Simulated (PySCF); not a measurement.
# C6H6BF2Si: the cost of one run

Programs: PySCF 2.14.0, with routines of our own; each step states its level. All values are computed. Atoms count from 0.

### Step 1. The starting structure

16 atoms, charge 0, multiplicity 2; geometry from: GFN2-xTB.

### Step 2. Open-shell or spin-flip excitations: unrestricted TDA PBE0/def2-SVP

Job settings and geometry (Å):

```
{"job": {"kind": "uabs", "xc": "PBE0", "basis": "def2-SVP", "nstates": 10, "tda": true}, "charge": 0, "multiplicity": 2}
F     -3.750831    -0.656314     0.086657
B     -2.522764    -1.124031     0.244455
F     -2.486986    -2.402935     0.589879
C     -1.250067    -0.267414     0.043264
C     -1.334783     1.087861    -0.323593
C     -0.181832     1.835047    -0.505463
C      1.059575     1.263300    -0.329799
C      1.189845    -0.090720     0.040905
Si     2.832066    -0.876440     0.271368
C      0.011533    -0.828761     0.217662
H     -2.306838     1.535125    -0.462909
H     -0.257344     2.875073    -0.789675
H      1.951308     1.857060    -0.475089
H      4.037726    -0.081781     0.149090
H      2.924478    -2.245915     0.730791
H      0.077315    -1.870210     0.501048
```

Method: unrestricted TDA PBE0/def2-SVP, vertical, gas phase, core orbitals frozen in the response.

Command:

```console
$ OMP_NUM_THREADS=1 python excited_run.py task.json out
```

This one command runs all jobs of the session in turn.

**Question.** How long does this job take on 1 thread of Arm Neoverse V1, shared host, and how much memory does it need?

About 61 s, with a peak of 0.69 GiB.
